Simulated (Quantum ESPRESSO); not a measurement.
MoSe:

```xyz
2
Lattice="0.0000 2.8929 2.8929 2.8929 0.0000 2.8929 2.8929 2.8929 0.0000" Properties=species:S:1:pos:R:3 pbc="T T T"
Mo    0.0000    0.0000    0.0000
Se    2.8929    2.8929    2.8929
```

The cell was built by a generator and needn't be a form met in nature.

```yaml
Program: Quantum ESPRESSO 7.5
Task: phonons
Functional: rPW86PBE
Dispersion: rVV10
Potentials_or_basis: GBRV 1.5 PBE
Cutoff: 612 eV
Density_cutoff: 4898 eV
k_mesh: 6 × 6 × 6, shifted
Occupations: fermi-dirac, width 0.05 eV
Spin: no spin polarisation
rVV10_parameter_b: 6.3
Mixing_beta: 0.5
Most_SCF_iterations: 120
SCF_threshold: 4e-10 Ry
```

The cell and the atoms were relaxed first, to 18.50 Å³/atom (a = 3.740 Å, b = 3.740 Å, c = 3.740 Å, α = 60.00°, β = 60.00°, γ = 60.00°), and the response was taken there.

Task: Where do the zone-centre optical modes lie?

Result: T1u at 33i cm⁻¹ (IR). Imaginary frequencies mark an instability of this cell.

Optical modes at Γ, degenerate ones joined:
| cm⁻¹ | components | symmetry | active in |
| --- | --- | --- | --- |
| 33i | 3 | T1u | IR |

Caveat: the k mesh is coarse; the mesh is thin for the phonons of a metal; the potentials were made for another functional, which shifts forces and pressure; some modes are imaginary; the volume moved by over 15 % at a fixed basis, so the end points are rough.
